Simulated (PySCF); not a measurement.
# CH5AlSeSi (SMILES C[SiH]1[AlH][Se]1) at 5 levels

Aim: a comparison of 5 runs (HF/STO-3G, HF/3-21G, HF/def2-SVP, B3LYP/6-31G*, wB97X/aug-cc-pVDZ) of CH5AlSeSi. 

The results are computed with PySCF 2.14.0.

### 1 The structure to begin with

CH5AlSeSi: 9 atoms, total charge 0, spin state singlet. As SMILES, `C[SiH]1[AlH][Se]1`. Geometry: relaxed at PBE0-D4/def2-TZVP.

Bond lengths: C1–Si2 1.871 Å, Si2–Al3 2.335 Å, Si2–Se4 2.356 Å, Al3–Se4 2.302 Å, C1–H5 1.093 Å, C1–H6 1.091 Å, C1–H7 1.093 Å, Si2–H8 1.489 Å, Al3–H9 1.575 Å. Some angles: C1–Si2–Al3 127.2°, C1–Si2–Se4 113.5°, Al3–Si2–Se4 58.8°, Si2–Al3–Se4 61.1°, Si2–Se4–Al3 60.2°, C1–Si2–H8 109.5°, Al3–Si2–H8 122.2°, Se4–Si2–H8 110.5°, Si2–C1–H5 110.2°, Si2–C1–H6 111.0°.

### 2 Energy and gradient at HF/STO-3G (run 1)

File calc.py:

```python
from pyscf import gto

molecule = gto.Mole()
molecule.atom = '''
C     -0.401500     1.058700    -1.073500
Si     0.241800    -0.520300    -0.302700
Al     0.849800    -0.858700     1.926300
Se    -1.253300    -1.491400     1.237200
H     -1.254800     0.842300    -1.721100
H     -0.717400     1.767900    -0.307200
H      0.379300     1.525300    -1.680400
H      0.590500    -1.491800    -1.376100
H      1.654100    -0.878200     3.280400
'''
molecule.verbose = 3
molecule.max_memory = 1860
molecule.basis = 'sto-3g'
molecule.charge = 0
molecule.build()

calc0 = molecule.RHF()
calc0.conv_tol = 1e-10
calc0.kernel()
if not calc0.converged:
    calc0 = calc0.newton().run(calc0.mo_coeff, calc0.mo_occ)

e_final = calc0.e_tot
print('E(%s) = %.9f' % ('HF', e_final))
grad = calc0.nuc_grad_method().kernel()
dip = calc0.dip_moment()
pop, q = calc0.mulliken_pop()
```

Launch:

```
$ OMP_NUM_THREADS=1 python calc.py
```

Log:

```text
converged SCF energy = -2938.5273864964
E(HF) = -2938.527386496
--------------- RHF gradients ---------------
         x                y                z
0 C    -0.0008709027     0.0004548173     0.0022660537
1 Si    -0.0099140883     0.0332181088    -0.0297037296
2 Al     0.0187156638     0.0038416388     0.0081369368
3 Se    -0.0349381513    -0.0137413587     0.0017999177
4 H    -0.0063424968    -0.0050358093    -0.0047514753
5 H    -0.0013086054     0.0030189086     0.0076573111
6 H     0.0080120984     0.0013076309    -0.0043985260
7 H     0.0070175528    -0.0209616140    -0.0212171001
8 H     0.0196289293    -0.0021023223     0.0402106116
----------------------------------------------
Dipole moment(X, Y, Z, Debye):  4.57775,  1.67642,  0.66623
 ** Mulliken pop  **
pop of  0 C 1s            1.99220
pop of  0 C 2s            1.23497
pop of  0 C 2px           1.01778
pop of  0 C 2py           1.08472
pop of  0 C 2pz           1.02339
pop of  1 Si 1s           1.99966
pop of  1 Si 2s           1.98846
pop of  1 Si 3s           1.31470
pop of  1 Si 2px          1.96806
pop of  1 Si 2py          1.96322
pop of  1 Si 2pz          1.96244
pop of  1 Si 3px          0.85652
pop of  1 Si 3py          0.73074
pop of  1 Si 3pz          0.81441
pop of  2 Al 1s           1.99950
pop of  2 Al 2s           1.98317
pop of  2 Al 3s           1.08273
pop of  2 Al 2px          1.93775
pop of  2 Al 2py          1.92993
pop of  2 Al 2pz          1.94041
pop of  2 Al 3px          0.51198
pop of  2 Al 3py          0.24825
pop of  2 Al 3pz          0.64152
pop of  3 Se 1s           2.00000
pop of  3 Se 2s           1.99976
pop of  3 Se 3s           1.99939
pop of  3 Se 4s           1.93924
pop of  3 Se 2px          1.99982
pop of  3 Se 2py          1.99993
pop of  3 Se 2pz          1.99982
pop of  3 Se 3px          1.99087
pop of  3 Se 3py          1.99644
pop of  3 Se 3pz          1.99056
pop of  3 Se 4px          1.47121
pop of  3 Se 4py          1.77738
pop of  3 Se 4pz          1.38346
pop of  3 Se 3dxy         1.99956
pop of  3 Se 3dyz         1.99966
pop of  3 Se 3dz^2        1.99974
pop of  3 Se 3dxz         1.99893
pop of  3 Se 3dx2-y2      1.99935
pop of  4 H 1s            0.94309
pop of  5 H 1s            0.95273
pop of  6 H 1s            0.95371
pop of  7 H 1s            1.16033
pop of  8 H 1s            1.21850
 ** Mulliken atomic charges  **
charge of    0C =     -0.35306
charge of    1Si =      0.40178
charge of    2Al =      0.72474
charge of    3Se =     -0.54511
charge of    4H =      0.05691
charge of    5H =      0.04727
charge of    6H =      0.04629
charge of    7H =     -0.16033
charge of    8H =     -0.21850
```

Wall time 8.4 s (1 thread of Intel Xeon at 2.50GHz (Skylake/Cascade Lake), shared host); peak memory 0.12 GiB.

### 3 Energy and gradient at HF/3-21G (run 2)

File run.py:

```python
import pyscf.grad
from pyscf import gto, scf

mol = gto.M(
    atom='''
C       -0.401500       1.058700      -1.073500
Si       0.241800      -0.520300      -0.302700
Al       0.849800      -0.858700       1.926300
Se      -1.253300      -1.491400       1.237200
H       -1.254800       0.842300      -1.721100
H       -0.717400       1.767900      -0.307200
H        0.379300       1.525300      -1.680400
H        0.590500      -1.491800      -1.376100
H        1.654100      -0.878200       3.280400
''',
    max_memory=1860,
    verbose=4,
    spin=0,
    basis='3-21g',
)

mf = scf.RHF(mol)
mf.conv_tol = 1e-10
mf.kernel()
if not mf.converged:
    mf = mf.newton().run(mf.mo_coeff, mf.mo_occ)

etot = mf.e_tot
print('E(%s) = %.9f' % ('HF', etot))
grad = mf.Gradients().kernel()
mf.analyze()
```

Launch:

```
$ OMP_NUM_THREADS=1 python run.py
```

Log:

```text
PySCF version 2.14.0

[... 81 lines left out ...]
One-electron Energy =                -4876.173685980990740
[... 8 lines left out ...]
MO #4   energy= -58.0911703811691  occ= 2
[... 6 lines left out ...]
MO #11  energy= -6.52741943165451  occ= 2
[... 6 lines left out ...]
MO #18  energy= -3.20915127659765  occ= 2
[... 6 lines left out ...]
MO #25  energy= -2.49305699451908  occ= 2
[... 6 lines left out ...]
MO #32  energy= -0.473823622192595 occ= 2
[... 6 lines left out ...]
MO #39  energy= 0.104980359153911  occ= 0
[... 6 lines left out ...]
MO #46  energy= 0.327580181652001  occ= 0
[... 6 lines left out ...]
MO #53  energy= 0.612170787537585  occ= 0
[... 6 lines left out ...]
MO #60  energy= 1.075807793174     occ= 0
[... 6 lines left out ...]
MO #67  energy= 1.98063758000876   occ= 0
[... 40 lines left out ...]
pop of  3 Se 4s           1.75856
pop of  3 Se 5s           0.00918
pop of  3 Se 2px          1.99998
pop of  3 Se 2py          1.99998
pop of  3 Se 2pz          1.99998
pop of  3 Se 3px          1.99986
pop of  3 Se 3py          1.99988
pop of  3 Se 3pz          1.99986
pop of  3 Se 4px          1.50925
pop of  3 Se 4py          1.66196
pop of  3 Se 4pz          1.39575
pop of  3 Se 5px          0.00264
pop of  3 Se 5py          0.00198
pop of  3 Se 5pz          0.00167
pop of  3 Se 3dxy         1.99964
pop of  3 Se 3dyz         1.99967
pop of  3 Se 3dz^2        1.99973
pop of  3 Se 3dxz         1.99935
pop of  3 Se 3dx2-y2      1.99950
pop of  4 H 1s            0.87717
pop of  4 H 2s            0.00894
pop of  5 H 1s            0.88371
pop of  5 H 2s            0.00857
pop of  6 H 1s            0.88302
pop of  6 H 2s            0.00827
pop of  7 H 1s            1.08875
pop of  7 H 2s            0.00217
pop of  8 H 1s            1.09596
pop of  8 H 2s            0.00074
 ** Mulliken atomic charges  **
charge of    0C =     -0.51281
charge of    1Si =      0.38389
charge of    2Al =      0.32436
charge of    3Se =     -0.33814
charge of    4H =      0.11389
charge of    5H =      0.10773
charge of    6H =      0.10871
charge of    7H =     -0.09092
charge of    8H =     -0.09670
Dipole moment(X, Y, Z, Debye):  2.88465,  1.79735, -0.14097
```

Run time: 7.5 s. Hardware: 1 thread of Intel Xeon at 2.50GHz (Skylake/Cascade Lake), shared host; peak memory 0.14 GiB.

Run 3 isn't shown in full; the table further down has it.

### 4 Energy and gradient at B3LYP/6-31G(d) (Cartesian functions) (run 4)

File run.py:

```python
import pyscf.grad
from pyscf import gto, dft

mol = gto.Mole()
mol.atom = [
    ('C', (-0.401500, 1.058700, -1.073500)),
    ('Si', (0.241800, -0.520300, -0.302700)),
    ('Al', (0.849800, -0.858700, 1.926300)),
    ('Se', (-1.253300, -1.491400, 1.237200)),
    ('H', (-1.254800, 0.842300, -1.721100)),
    ('H', (-0.717400, 1.767900, -0.307200)),
    ('H', (0.379300, 1.525300, -1.680400)),
    ('H', (0.590500, -1.491800, -1.376100)),
    ('H', (1.654100, -0.878200, 3.280400)),
]
mol.cart = True
mol.basis = '6-31g*'
mol.charge = 0
mol.spin = 0
mol.max_memory = 1860
mol.verbose = 4
mol.build()

ks = dft.RKS(mol)
ks.xc = 'b3lyp'
ks.conv_tol = 1e-10
ks.grids.level = 5
ks.kernel()
if not ks.converged:
    ks = ks.newton().run(ks.mo_coeff, ks.mo_occ)

etot = ks.e_tot
print('E(%s) = %.9f' % ('B3LYP', etot))
grad = ks.Gradients().kernel()
ks.analyze()
```

Launch:

```
$ OMP_NUM_THREADS=1 python run.py
```

Log:

```text
PySCF version 2.14.0

[... 99 lines left out ...]
Two-electron Coulomb Energy =         1672.705227717281105
[... 10 lines left out ...]
MO #8   energy= -10.1802180259988  occ= 2
[... 8 lines left out ...]
MO #17  energy= -3.6466842726916   occ= 2
[... 8 lines left out ...]
MO #26  energy= -0.711751007238737 occ= 2
[... 8 lines left out ...]
MO #35  energy= -0.245383555340421 occ= 2
[... 8 lines left out ...]
MO #44  energy= 0.122460201041547  occ= 0
[... 8 lines left out ...]
MO #53  energy= 0.299326145952852  occ= 0
[... 8 lines left out ...]
MO #62  energy= 0.525064843166365  occ= 0
[... 8 lines left out ...]
MO #71  energy= 0.726215256549976  occ= 0
[... 8 lines left out ...]
MO #80  energy= 1.16113381118571   occ= 0
[... 8 lines left out ...]
MO #89  energy= 2.26918767806894   occ= 0
[... 8 lines left out ...]
MO #98  energy= 89.8177946644596   occ= 0
[... 71 lines left out ...]
pop of  3 Se 5pz          0.00413
pop of  3 Se 3dxx         1.88203
pop of  3 Se 3dxy         1.99975
pop of  3 Se 3dxz         1.99973
pop of  3 Se 3dyy         1.88209
pop of  3 Se 3dyz         1.99977
pop of  3 Se 3dzz         1.88211
pop of  3 Se 4dxx         0.00434
pop of  3 Se 4dxy         0.00634
pop of  3 Se 4dxz         0.00588
pop of  3 Se 4dyy         0.00230
pop of  3 Se 4dyz         0.00183
pop of  3 Se 4dzz         0.00130
pop of  3 Se 5dxx         0.00164
pop of  3 Se 5dxy         0.00016
pop of  3 Se 5dxz         0.00026
pop of  3 Se 5dyy         0.00099
pop of  3 Se 5dyz         0.00009
pop of  3 Se 5dzz         0.00105
pop of  4  H 1s           0.87089
pop of  4  H 2s           0.00760
pop of  5  H 1s           0.87377
pop of  5  H 2s           0.00725
pop of  6  H 1s           0.87302
pop of  6  H 2s           0.00706
pop of  7  H 1s           1.08467
pop of  7  H 2s           0.00326
pop of  8  H 1s           1.08872
pop of  8  H 2s           0.00130
 ** Mulliken atomic charges  **
charge of    0C =     -0.53524
charge of    1Si =      0.41554
charge of    2Al =      0.34640
charge of    3Se =     -0.40917
charge of    4H =      0.12151
charge of    5H =      0.11898
charge of    6H =      0.11992
charge of    7H =     -0.08792
charge of    8H =     -0.09002
Dipole moment(X, Y, Z, Debye):  1.65747,  1.47795, -0.44954
```

Wall time 99 s (1 thread of Intel Xeon at 2.50GHz (Skylake/Cascade Lake), shared host); peak memory 0.97 GiB.

### 5 Energy and gradient at wB97X/aug-cc-pVDZ (run 5)

File run.py:

```python
from pyscf import gto, dft

mol = gto.Mole()
mol.atom = '''
C     -0.401500     1.058700    -1.073500
Si     0.241800    -0.520300    -0.302700
Al     0.849800    -0.858700     1.926300
Se    -1.253300    -1.491400     1.237200
H     -1.254800     0.842300    -1.721100
H     -0.717400     1.767900    -0.307200
H      0.379300     1.525300    -1.680400
H      0.590500    -1.491800    -1.376100
H      1.654100    -0.878200     3.280400
'''
mol.basis = 'aug-cc-pvdz'
mol.charge = 0
mol.verbose = 4
mol.max_memory = 1860
mol.build()

ks = dft.RKS(mol)
ks.xc = 'wb97x'
ks.grids.level = 5
ks.conv_tol = 1e-10
ks.kernel()
if not ks.converged:
    ks = ks.newton().run(ks.mo_coeff, ks.mo_occ)

etot = ks.e_tot
print(f'total energy: {etot:.8f} hartree')
grad = ks.nuc_grad_method().kernel()
ks.analyze()
```

Launch:

```
$ OMP_NUM_THREADS=1 python run.py
```

Log:

```text
PySCF version 2.14.0

[... 104 lines left out ...]
MO #4   energy= -56.0960114623507  occ= 2
[... 13 lines left out ...]
MO #18  energy= -2.82615675251206  occ= 2
[... 13 lines left out ...]
MO #32  energy= -0.442177315132593 occ= 2
[... 13 lines left out ...]
MO #46  energy= 0.0780158642581221 occ= 0
[... 13 lines left out ...]
MO #60  energy= 0.173918342343794  occ= 0
[... 13 lines left out ...]
MO #74  energy= 0.335167020571312  occ= 0
[... 13 lines left out ...]
MO #88  energy= 0.455474968817433  occ= 0
[... 13 lines left out ...]
MO #102 energy= 0.603098613496485  occ= 0
[... 13 lines left out ...]
MO #116 energy= 0.856137272721019  occ= 0
[... 13 lines left out ...]
MO #130 energy= 1.12637958741097   occ= 0
[... 13 lines left out ...]
MO #144 energy= 1.85265750853806   occ= 0
[... 13 lines left out ...]
MO #158 energy= 2.74432169510171   occ= 0
[... 131 lines left out ...]
pop of  5 H 3py           0.00038
pop of  5 H 3pz           0.00055
pop of  6 H 1s            0.86662
pop of  6 H 2s            0.00325
pop of  6 H 3s            0.00145
pop of  6 H 2px           0.00072
pop of  6 H 2py           0.00062
pop of  6 H 2pz           0.00067
pop of  6 H 3px           0.00038
pop of  6 H 3py           0.00039
pop of  6 H 3pz           0.00032
pop of  7 H 1s            1.07996
pop of  7 H 2s            0.00283
pop of  7 H 3s            0.00080
pop of  7 H 2px           0.00027
pop of  7 H 2py           0.00166
pop of  7 H 2pz           0.00137
pop of  7 H 3px           0.00055
pop of  7 H 3py           0.00093
pop of  7 H 3pz           0.00127
pop of  8 H 1s            1.09305
pop of  8 H 2s            0.00300
pop of  8 H 3s            0.00039
pop of  8 H 2px           0.00083
pop of  8 H 2py           0.00007
pop of  8 H 2pz           0.00254
pop of  8 H 3px           0.00023
pop of  8 H 3py           0.00016
pop of  8 H 3pz           0.00030
 ** Mulliken atomic charges  **
charge of    0C =     -0.55514
charge of    1Si =      0.39208
charge of    2Al =      0.34516
charge of    3Se =     -0.36721
charge of    4H =      0.12611
charge of    5H =      0.12359
charge of    6H =      0.12558
charge of    7H =     -0.08962
charge of    8H =     -0.10057
Dipole moment(X, Y, Z, Debye):  1.70080,  1.36112, -0.23016
```

It took 7.9 min on 1 thread of Intel Xeon at 2.50GHz (Skylake/Cascade Lake), shared host; peak memory 1.9 GiB.

### 6 Overview of the runs

```csv
run,level,Cartesian functions,integration grid,energy (Eh),dipole moment (D),HOMO energy (eV),LUMO energy (eV),wall time
1,HF/STO-3G,no,–,-2938.527386,4.92,-5.06,7.58,8.4 s
2,HF/3-21G,no,–,-2957.046078,3.40,-8.49,0.82,7.5 s
3,HF/def2-SVP,no,–,-2971.023465,2.67,-8.55,1.07,34 s
4,B3LYP/6-31G* (Cartesian functions),yes,5,-2974.386100,2.27,-6.18,-1.82,99 s
5,wB97X/aug-cc-pVDZ,no,5,-2974.617857,2.19,-8.51,0.03,7.9 min
```

### 7 Results

| quantity | value |
| --- | --- |
| run 5: total energy | -2974.61786 Eh |
| run 5: dipole moment | 2.19 D |
| run 5: HOMO energy | -8.51 eV |
| run 5: LUMO energy | 0.03 eV |
| run 5: HOMO–LUMO gap | 8.54 eV |
| run 5: largest force on an atom | 0.218 eV/Å |

**Reading.** The dipole moment (its size) runs from 2.19 D (wB97X/aug-cc-pVDZ) to 4.92 D (HF/STO-3G). The two ends differ in method and basis. The HOMO–LUMO gap runs from 4.36 eV (B3LYP/6-31G*) to 12.64 eV (HF/STO-3G). Totals of different functionals can't be ranked against each other. In run 1 the basis is minimal, so the values are rough. All runs together took 10 min, the longest 7.9 min.
